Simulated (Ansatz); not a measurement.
**CH₂BFO: single points with varied inputs**

How do the results and run time of CH₂BFO respond when the settings are drawn wide?

Program: Ansatz 0.2.0, Gaussian basis. Level of theory: the settings change from run to run. These are calculated values, not measurements.

### Step 1. The geometry

An earlier PBE0-D4 in a triple-zeta def2 set relaxation fixed the geometry.

SMILES `FC1BO1`, 6 atoms, charge 0, spin multiplicity 1.

Atoms are counted from 1 here; the program's logs count them from 0.

Bond lengths: F1–C2 1.353 Å, C2–B3 1.508 Å, C2–O4 1.454 Å, C2–H5 1.086 Å, B3–O4 1.337 Å, B3–H6 1.182 Å. Angles: F1–C2–B3 120.6°, F1–C2–O4 112.5°, F1–C2–H5 110.3°, B3–C2–O4 53.6°, B3–C2–H5 128.7°, O4–C2–H5 113.1°, C2–B3–O4 61.1°, C2–B3–H6 161.4°, O4–B3–H6 137.4°, C2–O4–B3 65.3°.

### Step 2. PBE0-DH/x2c-TZVPPall

Options: charge -1, multiplicity 2, a grid of angular degree 23.

File in.yaml:

```yaml
crystal:
  periodic: [false, false, false]
  atoms:
    - {symbol: F, position_ang: [-1.443861, 0.012985, -0.921235]}
    - {symbol: C, position_ang: [-0.181095, -0.277308, -0.531364]}
    - {symbol: B, position_ang: [0.301638, 0.099215, 0.847265]}
    - {symbol: O, position_ang: [0.579553, 0.910761, -0.178673]}
    - {symbol: H, position_ang: [0.310841, -0.892843, -1.277995]}
    - {symbol: H, position_ang: [0.475023, 0.083190, 2.015902]}
basis:
  gaussian: {orbitals: x2c-TZVPPall, final_grid: {core_spheres: 8, valence_spheres: 7, degree: 23}}
total_charge: -1
magnetization: {spin_polarized: true, initial_magnetization: 1}
hamiltonian: {xc: {name: PBE0-DH}}
```

Started as:

```console
$ ansatz run in.yaml --threads 2 --pin off --events-out ev --progress --plain --max-ram 4352MiB
```

What it wrote:

```text
Functional definition: PBE0-DH
  name "PBE0-DH"
  cite "Brémond & Adamo, J. Chem. Phys. 135, 024106 (2011) doi:10.1063/1.3604569"
  cite "Perdew, Burke & Ernzerhof, Phys. Rev. Lett. 77, 3865 (1996) doi:10.1103/PhysRevLett.77.3865"
  parameter a = 1/2
  parameter c = 1/8
  exchange = (1 - a)*pbe_x + a*exact_x
  correlation = (1 - c)*pbe_c + c*(mp2_os + mp2_ss)
954 factors; integrals over basis functions are off by at most 1.5e-3 eV
mean field evaluation 1: about -6502.5478 eV, gradient 2.2e1 eV
mean field evaluation 2: about -6502.6847 eV, gradient 2.2e1 eV
mean field evaluation 4: about -6504.9030 eV, gradient 3.0e0 eV
mean field evaluation 8: about -6504.9463 eV, gradient 3.9e-1 eV
mean field evaluation 16: about -6504.9477 eV, gradient 1.5e-3 eV
mean field -6504.94771428 eV, -239.0524192880 hartree, gradient 4.9e-6 eV, S^2 0.756056; 0 other end points of the search recorded, 0 dependent functions left out
4 core orbitals not correlated: weight in the atoms' cores, before any rotation towards them, 1.000 or more for the frozen orbitals, at most 0.000 for the correlated occupied ones
reference -6504.94773400 eV, -239.0524200127 hartree; 12, 11 occupied and 136, 137 virtual orbitals, 954 factors
second order -24.92336752 eV of doubles, -0.00000000 eV of singles
Total energy: -6508.06315494 eV, -239.1669096205 hartree
Relativity: scalar
```

Wall time 3.6 s (2 threads of Arm Neoverse V1, shared host).

⟨S²⟩ 0.756.

### Step 3. RPA/6-31G*

Set apart from the defaults: correlated electrons set to all, high accuracy.

Changes to in.yaml since step 2:

```diff
@@ -10,5 +10,5 @@
 basis:
-  gaussian: {orbitals: x2c-TZVPPall, final_grid: {core_spheres: 8, valence_spheres: 7, degree: 23}}
-total_charge: -1
-magnetization: {spin_polarized: true, initial_magnetization: 1}
-hamiltonian: {xc: {name: PBE0-DH}}
+  gaussian: {orbitals: "6-31G*"}
+hamiltonian: {xc: {name: HF}}
+correlation: {method: rpa, electrons: all}
+accuracy: high
```

The command is unchanged.

What it wrote:

```text
Functional definition: HF
  name "HF"
  cite "Fock, Z. Phys. 61, 126 (1930) doi:10.1007/BF01340294"
  parent pbe
  exchange = exact_x
  correlation = 0
1406 factors; integrals over basis functions are off by at most 2.7e-9 eV
mean field evaluation 1: about -6473.5243 eV, gradient 3.4e1 eV
mean field evaluation 2: about -6473.5300 eV, gradient 3.4e1 eV
mean field evaluation 4: about -6475.9790 eV, gradient 3.3e0 eV
mean field evaluation 8: about -6476.0150 eV, gradient 3.7e-4 eV
mean field -6476.01503071 eV, -237.9891627778 hartree, gradient 1.5e-8 eV, S^2 0.000000; 0 other end points of the search recorded, 0 dependent functions left out
reference -6476.01503071 eV, -237.9891627778 hartree; 15, 15 occupied and 49, 49 virtual orbitals, 1406 factors
Total energy: -6492.87615630 eV, -238.6087977145 hartree
```

Wall time 1.5 s (2 threads of Arm Neoverse V1, shared host).

### Step 4. CAM-B3LYP/6-31++G**

Set apart from the defaults: atoms shaken by 0.03 Å, D3(BJ) dispersion.

File in.yaml:

```yaml
crystal:
  periodic: [false, false, false]
  atoms:
    - {symbol: F, position_ang: [-1.431109, 0.006051, -0.976820]}
    - {symbol: C, position_ang: [-0.124824, -0.284666, -0.551139]}
    - {symbol: B, position_ang: [0.289457, 0.049258, 0.824250]}
    - {symbol: O, position_ang: [0.557579, 0.873794, -0.197195]}
    - {symbol: H, position_ang: [0.330693, -0.884589, -1.256003]}
    - {symbol: H, position_ang: [0.488186, 0.087460, 2.051267]}
basis:
  gaussian: {orbitals: "6-31++G**"}
hamiltonian: {xc: {name: CAM-B3LYP}, dispersion: d3bj}
```

Launched as before.

What it wrote, cut to the lines that bear on the results:

```text
Functional definition: CAM-B3LYP
  name "CAM-B3LYP"
  cite "Yanai, Tew & Handy, Chem. Phys. Lett. 393, 51 (2004) doi:10.1016/j.cplett.2004.06.011"
  cite "Iikura, Tsuneda, Yanai & Hirao, J. Chem. Phys. 115, 3540 (2001) doi:10.1063/1.1383587"
  cite "Becke, Phys. Rev. A 38, 3098 (1988) doi:10.1103/PhysRevA.38.3098"
  cite "Lee, Yang & Parr, Phys. Rev. B 37, 785 (1988) doi:10.1103/PhysRevB.37.785"
  cite "Vosko, Wilk & Nusair, Can. J. Phys. 58, 1200 (1980) doi:10.1139/p80-159"
[...]
  # Exact exchange under (alpha + beta erf(omega r))/r, Becke's under what is left of 1/r.
[...]
795 factors; their error is unknown
232 factors; integrals over basis functions are off by at most 1.9e-5 eV
[...]
mean field -6506.88082388 eV, -239.1234597552 hartree, gradient 7.6e-5 eV, S^2 0.000000; 0 other end points of the search recorded, 0 dependent functions left out
reference -6506.88096094 eV, -239.1234647923 hartree; 15, 15 occupied and 73, 73 virtual orbitals, 795 factors
Total energy: -6506.93039714 eV, -239.1252815392 hartree
```

Wall time 1.4 s (2 threads of Arm Neoverse V1, shared host).

### Step 5. r2SCAN0/6-31G*

This run has a grid of angular degree 47.

File in.yaml:

```yaml
crystal:
  periodic: [false, false, false]
  atoms:
    - {symbol: F, position_ang: [-1.443861, 0.012985, -0.921235]}
    - {symbol: C, position_ang: [-0.181095, -0.277308, -0.531364]}
    - {symbol: B, position_ang: [0.301638, 0.099215, 0.847265]}
    - {symbol: O, position_ang: [0.579553, 0.910761, -0.178673]}
    - {symbol: H, position_ang: [0.310841, -0.892843, -1.277995]}
    - {symbol: H, position_ang: [0.475023, 0.083190, 2.015902]}
basis:
  gaussian: {orbitals: "6-31G*", final_grid: {core_spheres: 20, valence_spheres: 16, degree: 47}}
hamiltonian: {xc: {name: r2SCAN0}}
```

Same command.

What it wrote, cut to the lines that bear on the results:

```text
Functional definition: r2SCAN0
  name "r2SCAN0"
  cite "Bursch, Neugebauer, Ehlert & Grimme, J. Chem. Phys. 156, 134105 (2022) doi:10.1063/5.0086040"
  cite "Furness, Kaplan, Ning, Perdew & Sun, J. Phys. Chem. Lett. 11, 8208 (2020) doi:10.1021/acs.jpclett.0c02405"
  cite "Furness, Kaplan, Ning, Perdew & Sun, J. Phys. Chem. Lett. 11, 9248 (2020) doi:10.1021/acs.jpclett.0c03077"
  parent r2scan
[...]
675 factors; their error is unknown
[...]
mean field -6504.76227002 eV, -239.0456043372 hartree, gradient 3.8e-5 eV, S^2 0.000000; 0 other end points of the search recorded, 0 dependent functions left out
reference -6504.76227374 eV, -239.0456044738 hartree; 15, 15 occupied and 49, 49 virtual orbitals, 675 factors
Total energy: -6504.76227374 eV, -239.0456044738 hartree
```

Run time: 1.8 s. Hardware: 2 threads of Arm Neoverse V1, shared host.

### Step 6. PBE/aug-cc-pVDZ

This run has a grid of angular degree 47, D3(BJ) with three-body dispersion.

Changes to in.yaml since step 5:

```diff
@@ -10,3 +10,4 @@
 basis:
-  gaussian: {orbitals: "6-31G*", final_grid: {core_spheres: 20, valence_spheres: 16, degree: 47}}
-hamiltonian: {xc: {name: r2SCAN0}}
+  gaussian: {orbitals: aug-cc-pVDZ, final_grid: {core_spheres: 20, valence_spheres: 16, degree: 47}}
+hamiltonian: {xc: {name: PBE}, dispersion: d3bjatm}
+output: {forces: true}
```

Same command.

What it wrote, cut to the lines that bear on the results:

```text
Functional definition: PBE
  name "PBE"
  cite "Perdew, Burke & Ernzerhof, Phys. Rev. Lett. 77, 3865 (1996) doi:10.1103/PhysRevLett.77.3865"
  parent pbe
[...]
904 factors; their error is unknown
[...]
mean field -6502.76573300 eV, -238.9722329550 hartree, gradient 2.2e-5 eV, S^2 0.000000; 0 other end points of the search recorded, 0 dependent functions left out
[...]
reference -6502.76577981 eV, -238.9722346752 hartree; 15, 15 occupied and 95, 95 virtual orbitals, 904 factors
Total energy: -6502.83526143 eV, -238.9747880776 hartree
Atom 0 at    -1.443861     0.012985    -0.921235 Å, force    -1.084081     0.237479    -0.327386 eV/Å
Atom 1 at    -0.181095    -0.277308    -0.531364 Å, force     0.233272    -0.758483     0.076722 eV/Å
Atom 2 at     0.301638     0.099215     0.847265 Å, force    -0.109476    -0.491094     0.812471 eV/Å
Atom 3 at     0.579553     0.910761    -0.178673 Å, force     0.671901     1.285823    -0.491423 eV/Å
Atom 4 at     0.310841    -0.892843    -1.277995 Å, force     0.242422    -0.293446    -0.360179 eV/Å
Atom 5 at     0.475023     0.083190     2.015902 Å, force     0.045961     0.019721     0.289796 eV/Å
Dipole moment:     0.202291    -0.225490     0.145804 e Å
```

Run time: 2.5 s. Hardware: 2 threads of Arm Neoverse V1, shared host.

Largest force 1.532 eV/Å, dipole 1.61 D.

### Step 7. revPBE0/def2-mTZVP

Changes to in.yaml since step 6:

```diff
@@ -10,4 +10,4 @@
 basis:
-  gaussian: {orbitals: aug-cc-pVDZ, final_grid: {core_spheres: 20, valence_spheres: 16, degree: 47}}
-hamiltonian: {xc: {name: PBE}, dispersion: d3bjatm}
+  gaussian: {orbitals: def2-mTZVP}
+hamiltonian: {xc: {name: revPBE0}}
 output: {forces: true}
```

The command is unchanged.

What it wrote, cut to the lines that bear on the results:

```text
Functional definition: revPBE0
  name "revPBE0"
  cite "Zhang & Yang, Phys. Rev. Lett. 80, 890 (1998) doi:10.1103/PhysRevLett.80.890"
  cite "Adamo & Barone, J. Chem. Phys. 110, 6158 (1999) doi:10.1063/1.478522"
  cite "Perdew, Burke & Ernzerhof, Phys. Rev. Lett. 77, 3865 (1996) doi:10.1103/PhysRevLett.77.3865"
[...]
741 factors; their error is unknown
[...]
mean field -6508.35714874 eV, -239.1777136933 hartree, gradient 4.0e-5 eV, S^2 0.000000; 0 other end points of the search recorded, 0 dependent functions left out
[...]
reference -6508.35718090 eV, -239.1777148751 hartree; 15, 15 occupied and 72, 72 virtual orbitals, 741 factors
Total energy: -6508.35718090 eV, -239.1777148751 hartree
Atom 0 at    -1.443861     0.012985    -0.921235 Å, force    -0.369589     0.056114    -0.139112 eV/Å
Atom 1 at    -0.181095    -0.277308    -0.531364 Å, force     0.184745    -0.230452     0.006573 eV/Å
Atom 2 at     0.301638     0.099215     0.847265 Å, force     0.013892    -0.091395     0.211922 eV/Å
Atom 3 at     0.579553     0.910761    -0.178673 Å, force     0.161850     0.259280    -0.070396 eV/Å
Atom 4 at     0.310841    -0.892843    -1.277995 Å, force     0.007209     0.000022    -0.007582 eV/Å
Atom 5 at     0.475023     0.083190     2.015902 Å, force     0.001894     0.006432    -0.001405 eV/Å
Dipole moment:     0.211462    -0.252316     0.172063 e Å
```

Wall time 1.1 s (2 threads of Arm Neoverse V1, shared host).

Largest force 0.399 eV/Å, dipole 1.78 D.

### Step 8. PBE-QIDH/6-31G

Options: unrestricted orbitals.

Changes to in.yaml since step 7:

```diff
@@ -10,4 +10,4 @@
 basis:
-  gaussian: {orbitals: def2-mTZVP}
-hamiltonian: {xc: {name: revPBE0}}
-output: {forces: true}
+  gaussian: {orbitals: 6-31G}
+magnetization: {spin_polarized: true, initial_magnetization: 0}
+hamiltonian: {xc: {name: PBE-QIDH}}
```

Same command.

What it wrote, cut to the lines that bear on the results:

```text
Functional definition: PBE-QIDH
  name "PBE-QIDH"
  cite "Brémond, Sancho-García, Pérez-Jiménez & Adamo, J. Chem. Phys. 141, 031101 (2014) doi:10.1063/1.4890314"
  cite "Perdew, Burke & Ernzerhof, Phys. Rev. Lett. 77, 3865 (1996) doi:10.1103/PhysRevLett.77.3865"
[...]
467 factors; integrals over basis functions are off by at most 2.2e-4 eV
[...]
mean field -6490.79874570 eV, -238.5324542829 hartree, gradient 5.5e-6 eV, S^2 0.000000; 0 other end points of the search recorded, 0 dependent functions left out
4 core orbitals not correlated: weight in the atoms' cores, before any rotation towards them, 1.000 or more for the frozen orbitals, at most 0.000 for the correlated occupied ones
reference -6490.79875078 eV, -238.5324544696 hartree; 11, 11 occupied and 25, 25 virtual orbitals, 467 factors
second order -12.19819840 eV of doubles, -0.00000000 eV of singles
Total energy: -6494.86481691 eV, -238.6818796439 hartree
```

Run time: 0.9 s. Hardware: 2 threads of Arm Neoverse V1, shared host.

⟨S²⟩ 0.000.

### Step 9. B97M-V/6-31++G**

This run has the search for lower states set to full.

Changes to in.yaml since step 8:

```diff
@@ -10,4 +10,5 @@
 basis:
-  gaussian: {orbitals: 6-31G}
-magnetization: {spin_polarized: true, initial_magnetization: 0}
-hamiltonian: {xc: {name: PBE-QIDH}}
+  gaussian: {orbitals: "6-31++G**"}
+hamiltonian: {xc: {name: B97M-V}}
+scf: {lower_state_search: full}
+output: {forces: true}
```

Launched as before.

What it wrote, cut to the lines that bear on the results:

```text
Functional definition: B97M-V
  name "B97M-V"
  cite "Mardirossian & Head-Gordon, J. Chem. Phys. 142, 074111 (2015) doi:10.1063/1.4907719"
  cite "Becke, J. Chem. Phys. 107, 8554 (1997) doi:10.1063/1.475007"
  cite "Vydrov & Van Voorhis, J. Chem. Phys. 133, 244103 (2010) doi:10.1063/1.3521275"
  # Of w^i u^j: cxij and so on, Table III.
[...]
  gx(w, u) = cx00 + cx01*u + cx02*u^2 + (cx10 + cx11*u)*w
  gss(w, u) = css00 + css02*u^2 + css10*w + (css32*w^3 + css42*w^4)*u^2
  gos(w, u) = cos00 + cos01*u + cos03*u^3 + cos10*w + cos32*w^3*u^2
[...]
      + integral(e_c_pw_mod_opposite_spin*gos(b97_w_opposite, b97_u_opposite)) + vv10(b, c)
795 factors; their error is unknown
[...]
mean field -6507.98777089 eV, -239.1641393076 hartree, gradient 6.5e-6 eV, S^2 0.000000; 0 other end points of the search recorded, 0 dependent functions left out
[...]
reference -6507.98788346 eV, -239.1641434447 hartree; 15, 15 occupied and 73, 73 virtual orbitals, 795 factors
Total energy: -6507.98788346 eV, -239.1641434447 hartree
Atom 0 at    -1.443861     0.012985    -0.921235 Å, force    -0.451303     0.149914    -0.149616 eV/Å
Atom 1 at    -0.181095    -0.277308    -0.531364 Å, force     0.431780    -0.523629     0.094461 eV/Å
Atom 2 at     0.301638     0.099215     0.847265 Å, force    -0.079920    -0.152904     0.245072 eV/Å
Atom 3 at     0.579553     0.910761    -0.178673 Å, force     0.185271     0.379954    -0.111563 eV/Å
Atom 4 at     0.310841    -0.892843    -1.277995 Å, force    -0.076495     0.118100     0.039654 eV/Å
Atom 5 at     0.475023     0.083190     2.015902 Å, force    -0.009333     0.028566    -0.118007 eV/Å
Dipole moment:     0.212539    -0.259906     0.165831 e Å
```

It took 6 s on 2 threads of Arm Neoverse V1, shared host.

Largest force 0.685 eV/Å, dipole 1.80 D.

### Step 10. r2SCAN/def2-TZVPP

Options: atoms shaken by 0.03 Å.

File in.yaml:

```yaml
crystal:
  periodic: [false, false, false]
  atoms:
    - {symbol: F, position_ang: [-1.470978, 0.043752, -0.903413]}
    - {symbol: C, position_ang: [-0.174217, -0.304911, -0.578422]}
    - {symbol: B, position_ang: [0.328618, 0.113609, 0.778572]}
    - {symbol: O, position_ang: [0.565992, 0.873948, -0.183939]}
    - {symbol: H, position_ang: [0.300809, -0.856790, -1.298492]}
    - {symbol: H, position_ang: [0.507694, 0.080011, 2.027989]}
basis:
  gaussian: {orbitals: def2-TZVPP}
hamiltonian: {xc: {name: r2SCAN}}
output: {forces: true}
```

Launched as before.

What it wrote, cut to the lines that bear on the results:

```text
Functional definition: r2SCAN
  name "r2SCAN"
  cite "Furness, Kaplan, Ning, Perdew & Sun, J. Phys. Chem. Lett. 11, 8208 (2020) doi:10.1021/acs.jpclett.0c02405"
  cite "Furness, Kaplan, Ning, Perdew & Sun, J. Phys. Chem. Lett. 11, 9248 (2020) doi:10.1021/acs.jpclett.0c03077"
  parent r2scan
[...]
774 factors; their error is unknown
[...]
mean field -6508.22544004 eV, -239.1728734879 hartree, gradient 2.4e-5 eV, S^2 0.000000; 0 other end points of the search recorded, 0 dependent functions left out
[...]
reference -6508.22545018 eV, -239.1728738605 hartree; 15, 15 occupied and 137, 137 virtual orbitals, 774 factors
Total energy: -6508.22545018 eV, -239.1728738605 hartree
Atom 0 at    -1.470978     0.043752    -0.903413 Å, force     0.552273    -0.366362    -0.174912 eV/Å
Atom 1 at    -0.174217    -0.304911    -0.578422 Å, force    -1.971464     0.957969     1.927045 eV/Å
Atom 2 at     0.328618     0.113609     0.778572 Å, force    -0.736977    -3.219856     5.443873 eV/Å
Atom 3 at     0.565992     0.873948    -0.183939 Å, force     1.518348     3.755624    -3.642268 eV/Å
Atom 4 at     0.300809    -0.856790    -1.298492 Å, force     0.854191    -1.218711    -1.911966 eV/Å
Atom 5 at     0.507694     0.080011     2.027989 Å, force    -0.216371     0.091336    -1.641772 eV/Å
Dipole moment:     0.245753    -0.212517     0.092770 e Å
```

Wall time 3.4 s (2 threads of Arm Neoverse V1, shared host).

Largest force 6.368 eV/Å, dipole 1.62 D.

### Step 11. All runs side by side

| level | charge | multiplicity | geometry | functions | energy (eV) | time |
| --- | --- | --- | --- | --- | --- | --- |
| PBE0-DH/x2c-TZVPPall | -1 | 2 | relaxed | 152 | -6508.063 | 3.6 s |
| RPA/6-31G* | 0 | 1 | relaxed | 64 | -6492.876 | 1.5 s |
| CAM-B3LYP/6-31++G** | 0 | 1 | shaken | 88 | -6506.930 | 1.4 s |
| r2SCAN0/6-31G* | 0 | 1 | relaxed | 64 | -6504.762 | 1.8 s |
| PBE/aug-cc-pVDZ | 0 | 1 | relaxed | 110 | -6502.835 | 2.5 s |
| revPBE0/def2-mTZVP | 0 | 1 | relaxed | 87 | -6508.357 | 1.1 s |
| PBE-QIDH/6-31G | 0 | 1 | relaxed | 40 | -6494.865 | 0.9 s |
| B97M-V/6-31++G** | 0 | 1 | relaxed | 88 | -6507.988 | 6 s |
| r2SCAN/def2-TZVPP | 0 | 1 | shaken | 152 | -6508.225 | 3.4 s |

### Step 12. What came out

| quantity | value |
| --- | --- |
| runs | 9 |
| quickest | PBE-QIDH/6-31G, 0.9 s |
| slowest | B97M-V/6-31++G**, 6 s |
| spread of total energies, same state and geometry | 15.5 eV |
| dipole, same state and geometry | 1.61 to 1.80 D |

What this shows: B97M-V/6-31++G** took 7 times as long as PBE-QIDH/6-31G. The jobs differ in tasks and options as well as level. Total energies at one charge and spin differ by 15 eV between levels, so only differences within one level mean anything. At the PBE0-D4/def2-TZVP geometry and in the same state, runs without warnings or point charges leave forces up to 1.53 eV/Å (PBE/aug-cc-pVDZ), against 6.4 eV/Å where the atoms were moved. At that geometry and state the dipole changes by 11 % between the lowest and highest value.
